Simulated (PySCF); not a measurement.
**MnCl: from the state search to spectroscopic constants**

An exercise on one series of results from a longer session: the logs are not shown, and one member is left open.

Method: Mn x2c-TZVPPall, Cl x2c-TZVPPall, spin-free X2C with a Gaussian nucleus; program: PySCF 2.14.0.

Set-up of the first run:

Settings of the job:

| Item | Value |
| --- | --- |
| atoms | Mn, Cl |
| charge | 0 |
| basis | Mn x2c-TZVPPall, Cl x2c-TZVPPall |
| Hamiltonian | spin-free X2C with a Gaussian nucleus |
| basis functions | 106 |
| electrons treated | 42 |
| masses in u | 54.9380, 34.9689 |
| levels | PBE0, PBE, r²SCAN, M06, TPSSh, BHandHLYP, BLYP, ωB97X, HF, MP2, SCS-MP2, CCSD, CCSD(T) |
| grid | 80 radial by 434 angular points |
| occupations | held fixed by the projection of orbital angular momentum |
| dissociation limit | Mn + Cl, each in its ground configuration |
| starting distance in angstrom | 2.090 |
| values of 2S to try | 0, 2, 4, 6, 8 |

Launch:

```console
$ OMP_NUM_THREADS=2 python dia.py task.json out
```

Among the steps run: Set-up; First curve: PBE0; Higher solutions at PBE0; PBE (GGA); r²SCAN (meta-GGA); M06; TPSSh; BHandHLYP (global hybrid GGA); BLYP; ωB97X (range-separated hybrid); UHF (mean field); Correlated methods on the Hartree–Fock reference.

One table of the session follows, with a row left open; its other results are not shown here.

| level | Re (Å) | ωe (cm⁻¹) | De (eV) |
| --- | --- | --- | --- |
| UHF | 2.307 | 370 | 3.11 |
| UHF-MP2 | 2.241 | 386 | 3.65 |
| UHF-SCS-MP2 | 2.256 | 381 | 3.38 |
| UHF-CCSD | 2.252 | 383 | 3.30 |
| UHF-CCSD(T) | 2.245 | 384 | 3.34 |
| PBE | 2.218 | 380 | 3.92 |
| BLYP | 2.243 | 366 | 3.41 |
| r²SCAN | 2.222 | 388 | 4.13 |
| TPSSh | 2.228 | 382 | 3.88 |
| PBE0 | 2.231 | 384 | 3.77 |
| M06 | 2.229 | 390 | 3.03 |
| BHandHLYP | ? | ? | ? |
| ωB97X | 2.228 | 389 | 3.18 |

**Question.** Estimate the row for BHandHLYP.

**Answer.** Re (Å): 2.259; ωe (cm⁻¹): 378; De (eV): 3.19. In the column «Re (Å)» it lies between UHF-SCS-MP2 (2.256) and UHF (2.307).
